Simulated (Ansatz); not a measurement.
**CH₅ISi: small, medium and large basis sets**

One table from this session's results is given with a row withheld; the runs are named, their logs left out.

The runs use Ansatz 0.2.0, Gaussian basis; one geometry, several basis sets.

Plan: PBE0-D4/def2-SVP; ωB97M-V/def2-SVP; PBE0-D4/def2-QZVPP; ωB97M-V/def2-QZVPP; the functionals' def2-TZVPP values are taken from earlier runs.

### Structure used throughout

All runs share one geometry, relaxed beforehand with PBE0-D4 in a triple-zeta def2 set. I takes the def2 core potential; no spin-orbit term is included.

8 atoms, charge 0, spin multiplicity 1.

Atoms are counted from 1 here; the program's logs count them from 0.

Bond lengths: Si1–C2 1.877 Å, Si1–H4 1.483 Å, Si1–H5 1.490 Å, Si1–H6 1.483 Å, C2–I3 2.141 Å, C2–H7 1.089 Å, C2–H8 1.089 Å. Angles: C2–Si1–H4 109.6°, C2–Si1–H5 109.0°, C2–Si1–H6 109.6°, H4–Si1–H5 109.3°, H4–Si1–H6 110.0°, H5–Si1–H6 109.3°, Si1–C2–I3 109.8°, Si1–C2–H7 112.7°, Si1–C2–H8 112.7°, I3–C2–H7 106.1°, I3–C2–H8 106.1°, H7–C2–H8 109.0°.

Coordinates:

```xyz
8
CH5ISi
Si   -0.8222    0.4295   -0.1869
C     0.9041   -0.2897   -0.0308
I     0.9618   -1.6914    1.5866
H    -1.7919   -0.6601   -0.4568
H    -0.8436    1.4000   -1.3168
H    -1.1839    1.1304    1.0695
H     1.6553    0.4647    0.1975
H     1.2125   -0.8405   -0.9179
```

The first run:

File in.yaml:

```yaml
crystal:
  periodic: [false, false, false]
  atoms:
    - {symbol: Si, position_ang: [-0.822168, 0.429485, -0.186855]}
    - {symbol: C, position_ang: [0.904149, -0.289673, -0.030801]}
    - {symbol: I, position_ang: [0.961836, -1.691431, 1.586570]}
    - {symbol: H, position_ang: [-1.791901, -0.660076, -0.456805]}
    - {symbol: H, position_ang: [-0.843637, 1.400039, -1.316821]}
    - {symbol: H, position_ang: [-1.183909, 1.130355, 1.069467]}
    - {symbol: H, position_ang: [1.655345, 0.464730, 0.197489]}
    - {symbol: H, position_ang: [1.212484, -0.840528, -0.917943]}
basis:
  gaussian: {orbitals: def2-SVP}
hamiltonian: {xc: pbe0, dispersion: d4}
output: {orbitals: {seedname: orbitals}}
```

On the command line:

```console
ansatz run in.yaml --threads 2 --pin off --events-out ev --progress --plain --max-ram 4352MiB
```

Steps of the session up to this table: PBE0-D4 in def2-SVP; ωB97M-V in def2-SVP; PBE0-D4 in def2-QZVPP; ωB97M-V in def2-QZVPP.

One table of the session follows, with a row left open; its other results are not shown here.

It belongs to the step «Functionals by basis». 

| functional | basis | HOMO (eV) |
| --- | --- | --- |
| PBE0-D4 | def2-SVP | ? |
| PBE0-D4 | def2-TZVPP | -7.30 |
| PBE0-D4 | def2-QZVPP | -7.31 |
| ωB97M-V | def2-SVP | -9.36 |
| ωB97M-V | def2-TZVPP | -9.45 |
| ωB97M-V | def2-QZVPP | -9.45 |

Q: Estimate the row for PBE0-D4, def2-SVP from the others.

As computed: HOMO (eV): -7.23. In the column «HOMO (eV)» it is the highest.
